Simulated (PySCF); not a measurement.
**The bond of SnHg+, level by level**

What are the lowest state that PBE0 finds, the bond length, vibrational wavenumber and bond energy of SnHg+, and how much do these hang on the method?

The runs use PySCF 2.14.0; Sn def2-SVP with ECP28, Hg def2-SVP with ECP60, scalar-relativistic core potentials.

### 1 The job

Settings of the job:

```json
{
 "atoms": "Sn, Hg",
 "charge": "1",
 "basis": "Sn def2-SVP with ECP28, Hg def2-SVP with ECP60",
 "Hamiltonian": "scalar-relativistic core potentials",
 "basis functions": "58",
 "electrons treated": "41",
 "masses in u": "119.9022, 201.9706",
 "levels": "PBE0, PBE, r²SCAN, M06-L, BP86, r²SCAN0, HF, MP2, SCS-MP2",
 "grid": "80 radial by 434 angular points",
 "occupations": "held fixed by the projection of orbital angular momentum",
 "dissociation limit": "Sn+ + Hg, each in its ground configuration",
 "starting distance in angstrom": "2.825",
 "values of 2S to try": "1, 3"
}
```

Run with:

```bash
$ OMP_NUM_THREADS=1 python dia.py task.json out
```

After this run come: First curve: PBE0; Other states along the same grid; PBE; r²SCAN; M06-L; BP86 (GGA); r²SCAN0; UHF (mean field).

What does the calculation give? Wanted: for each run, Re; ωe; De; μ.

The runs gave:

Lowest PBE0 solution found, without spin–orbit coupling: ²Π (doublet), unpaired electrons π ↑. State 2 has its PBE0 minimum 0.73 eV higher. State 3 has its PBE0 minimum 3.19 eV higher. The other levels ran on the lowest alone.

| level | Re (Å) | ωe (cm⁻¹) | De (eV) | μ (D) |
| --- | --- | --- | --- | --- |
| UHF | 3.106 | 81.6 | 0.60 | -3.43 |
| UHF-MP2 | 2.940 | 100.5 | 0.73 | n/a |
| UHF-SCS-MP2 | 2.979 | 94.5 | 0.66 | n/a |
| PBE | 2.937 | 100.9 | 0.97 | -3.52 |
| BP86 | 2.938 | 100.7 | 0.93 | -3.55 |
| r²SCAN | 2.892 | 108.1 | 1.02 | -3.17 |
| M06-L | 2.962 | 99.6 | 0.99 | -3.38 |
| PBE0 | 2.931 | 102.6 | 0.94 | -3.31 |
| r²SCAN0 | 2.902 | 106.9 | 0.96 | -3.10 |

De is counted to Sn+ + Hg in their ground configurations. A positive dipole points from Sn to Hg; in an ion it is taken about the centre of mass and does not tell which atom is negative.

What this shows: The methods spread over 0.214 Å in bond length, from r²SCAN to UHF. Of the levels with a De here, UHF gives the least (0.60 eV) and r²SCAN the most (1.02 eV).

Correlated steps freeze 4 core orbitals. These are scalar-relativistic numbers at best; spin–orbit coupling would shift them, the dissociation energy most. With spin–orbit coupling the term label itself may not hold.
